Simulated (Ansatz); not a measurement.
This was printed by a script on Ansatz's Python interface, for a ladder of methods at one geometry of CH5AlClN, SMILES C[NH][AlH][Cl]. What did the script look like? Use (for the species named): Hartree-Fock, def2-SVP basis, multiplicity 1. The script varies functional: hf, r2scan, b3lyp, blyp.

```json
{"atom": "C", "x (Å)": "0.3143", "y (Å)": "0.6982", "z (Å)": "-0.9564"}
{"atom": "N", "x (Å)": "0.2510", "y (Å)": "-0.6637", "z (Å)": "-0.5697"}
{"atom": "Al", "x (Å)": "-0.0697", "y (Å)": "-0.8179", "z (Å)": "1.3116"}
{"atom": "Cl", "x (Å)": "-1.7867", "y (Å)": "0.0459", "z (Å)": "2.2323"}
{"atom": "H", "x (Å)": "0.4281", "y (Å)": "0.8033", "z (Å)": "-2.0825"}
{"atom": "H", "x (Å)": "-0.7025", "y (Å)": "1.2501", "z (Å)": "-0.7255"}
{"atom": "H", "x (Å)": "1.1261", "y (Å)": "1.2829", "z (Å)": "-0.4627"}
{"atom": "H", "x (Å)": "-0.5191", "y (Å)": "-1.1036", "z (Å)": "-1.0466"}
{"atom": "H", "x (Å)": "1.0471", "y (Å)": "-1.5415", "z (Å)": "2.2824"}
```

Output of `python methods.py`:
```text
functional    E (Ha)        dipole (D)   HOMO (eV)  LUMO (eV)
hf            -796.419249     0.907     -10.048      1.502
r2scan        -798.151455     0.966      -5.481     -1.772
b3lyp         -798.301830     0.902      -6.316     -1.508
blyp          -798.209220     0.914      -5.025     -1.930
```

The script that was run (others could print the same):

Script `methods.py`:
```python
# -*- coding: utf-8 -*-
"""CH5AlClN at several levels of theory."""

from pathlib import Path

import ansatz as az
import numpy as np

geometry = (
    az.Crystal.molecule()
    .atom("C", (0.3143, 0.6982, -0.9564))
    .atom("N", (0.251, -0.6637, -0.5697))
    .atom("Al", (-0.0697, -0.8179, 1.3116))
    .atom("Cl", (-1.7867, 0.0459, 2.2323))
    .atom("H", (0.4281, 0.8033, -2.0825))
    .atom("H", (-0.7025, 1.2501, -0.7255))
    .atom("H", (1.1261, 1.2829, -0.4627))
    .atom("H", (-0.5191, -1.1036, -1.0466))
    .atom("H", (1.0471, -1.5415, 2.2824))
)

calc = geometry.calculation().basis(gaussian="def2-SVP").accuracy("medium").scf(lower_state_search="light")

print("functional    E (Ha)        dipole (D)   HOMO (eV)  LUMO (eV)")
for name in ["hf", "r2scan", "b3lyp", "blyp"]:
    r = calc.functional(name).forces().orbitals().run(threads=1, pin="off", runs_dir="runs").report
    lines = Path(r["orbitals_path"]).read_text().splitlines()
    field_of = lambda key: [line.split("=")[1].strip() for line in lines if line.startswith(key)]
    orbitals = [(27.211386 * float(e), s, float(n)) for e, s, n in zip(field_of("Ene="), field_of("Spin="), field_of("Occup="))]
    homo = max(e for e, _, n in orbitals if n > 0.5)
    lumo = min(e for e, _, n in orbitals if n < 0.5)
    dipole = 4.803205 * np.linalg.norm(r["charge_distribution"]["dipole_moment_e_ang"])
    print(f"{name:10s} {r['free_energy_ev'] / 27.211386246:14.6f} {dipole:9.3f} {homo:11.3f} {lumo:10.3f}")
```

Notes:
- The settings weren't tested for convergence.
- The geometry is a force-field or estimated start, not a minimum of this method, and the basis set is short of its limit. A lower total doesn't mark the better method: functionals have no common bound, and MP2 and coupled cluster aren't variational.
- b3lyp holds the VWN-RPA fit, as in Gaussian; the form of ORCA and Turbomole is b3lyp5.
- Levels such as HOMO and LUMO are orbital energies: with these approximate functionals they aren't the ionisation energy and electron affinity, and their gap isn't the fundamental gap.
- Wall time of the script: 12 s on 1 thread of Arm Neoverse V2, with other jobs on the host, peak memory 0.24 GiB.
